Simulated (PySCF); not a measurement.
# C3H3F2NSi: the cost of one run

Programs: PySCF 2.14.0, with density-fitted response routines of our own. Each step states its level of theory. These are calculated values for one molecule in the gas phase, unless marked as measured. Atoms are numbered from 0 throughout.

### 1 The molecule as given

10 atoms, charge 0, multiplicity 1; geometry from: GFN2-xTB. The atoms were then displaced at random by about 0.01 Å, so the start is not that level's minimum.

Bonds of the start (Å): C0–C1 1.32, C1–C2 1.40, C2–N3 1.19, C1–Si4 1.89, Si4–F5 1.60, Si4–F6 1.58, C0–H7 1.10, C0–H8 1.07, Si4–H9 1.46.

### 2 Relaxing the molecule at PBE0-D3(BJ)/def2-SVP

The job: settings as JSON, then the geometry in Å.

```
{"job": {"xc": "PBE0", "basis": "def2-SVP", "d3": "d3bj", "grid": 1, "shake": 0.01, "kind": "geom"}, "charge": 0, "multiplicity": 1}
C      0.558510     1.389730    -0.421000
C      0.439940     0.154830     0.019770
C      1.597040    -0.539260     0.386340
N      2.583440    -1.119440     0.709950
Si    -1.189270    -0.781600     0.183520
F     -2.350580     0.239070    -0.239740
F     -1.259690    -1.906190    -0.929780
H     -0.323900     1.979520    -0.710100
H      1.487110     1.921540    -0.505340
H     -1.492180    -1.359140     1.485320
```

On the command line:

```console
> OMP_NUM_THREADS=1 python probes_run.py task.json out
```

This one command runs all jobs of the session in turn.

**Question.** How long does this first job take on 1 thread of Arm Neoverse V1, shared host, and how much memory does it need?

About 76 s, with a peak of 0.5 GiB.
